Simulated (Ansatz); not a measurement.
# CH5FSi2Zn: the cost of one run

Program: Ansatz 0.2.0. Level of theory: RKS PBE0-D4/def2-SVP. These are calculated values, not measurements.

### Step 1. The structure to begin with

Bond lengths: F1–Si2 1.627 Å, Si2–Si3 2.219 Å, Si2–C4 1.891 Å, Si2–Zn5 2.004 Å, Si3–H6 1.475 Å, Si3–H7 1.527 Å, Si3–H8 1.419 Å, C4–H9 1.037 Å, C4–H10 1.140 Å. Angles (14 of 15 angles, heavy atoms first): F1–Si2–Si3 107.6°, F1–Si2–C4 112.1°, F1–Si2–Zn5 88.4°, Si3–Si2–C4 109.1°, Si3–Si2–Zn5 150.7°, C4–Si2–Zn5 85.9°, Si2–Si3–H6 109.4°, Si2–Si3–H7 108.6°, Si2–Si3–H8 110.7°, Si2–C4–H9 109.3°, Si2–C4–H10 104.9°, H6–Si3–H7 107.6°, H6–Si3–H8 112.1°, H7–Si3–H8 108.3°.

Structure file:

```xyz
10

F    -1.8535    1.1490    0.2026
Si   -0.2663    0.8058    0.1074
Si    0.0648   -1.1325    1.1353
C     0.3253    0.6673   -1.6834
Zn    0.0894    2.7697   -0.0784
H    -0.3087   -1.0025    2.5563
H     1.5539   -1.4678    1.0774
H    -0.6509   -2.1724    0.4879
H     1.3578    0.5670   -1.6967
H    -0.2287   -0.2348   -2.1053
```

### Step 2. End point A

File input.yaml:

```yaml
crystal:
  periodic: [false, false, false]
  atoms:
    - { symbol: F, position_ang: [-1.8535, 1.149, 0.2026] }
    - { symbol: Si, position_ang: [-0.2663, 0.8058, 0.1074] }
    - { symbol: Si, position_ang: [0.0648, -1.1325, 1.1353] }
    - { symbol: C, position_ang: [0.3253, 0.6673, -1.6834] }
    - { symbol: Zn, position_ang: [0.0894, 2.7697, -0.0784] }
    - { symbol: H, position_ang: [-0.3087, -1.0025, 2.5563] }
    - { symbol: H, position_ang: [1.5539, -1.4678, 1.0774] }
    - { symbol: H, position_ang: [-0.6509, -2.1724, 0.4879] }
    - { symbol: H, position_ang: [1.3578, 0.567, -1.6967] }
    - { symbol: H, position_ang: [-0.2287, -0.2348, -2.1053] }
basis:
  gaussian: { orbitals: def2-SVP }
hamiltonian:
  xc: pbe0
  dispersion: d4
relax:
  f_tol: 0.015
  max_steps: 40
output:
  orbitals: {}
```

Started as:

```console
$ ansatz run input.yaml --threads 2 --pin off --max-ram 3072MiB --backend cpu --events-out ev --progress --plain --runs-dir out
```

Q: Estimate wall time and peak memory on 2 threads of Arm Neoverse N1, shared host.

About 2.4 min, with a peak of 0.31 GiB.
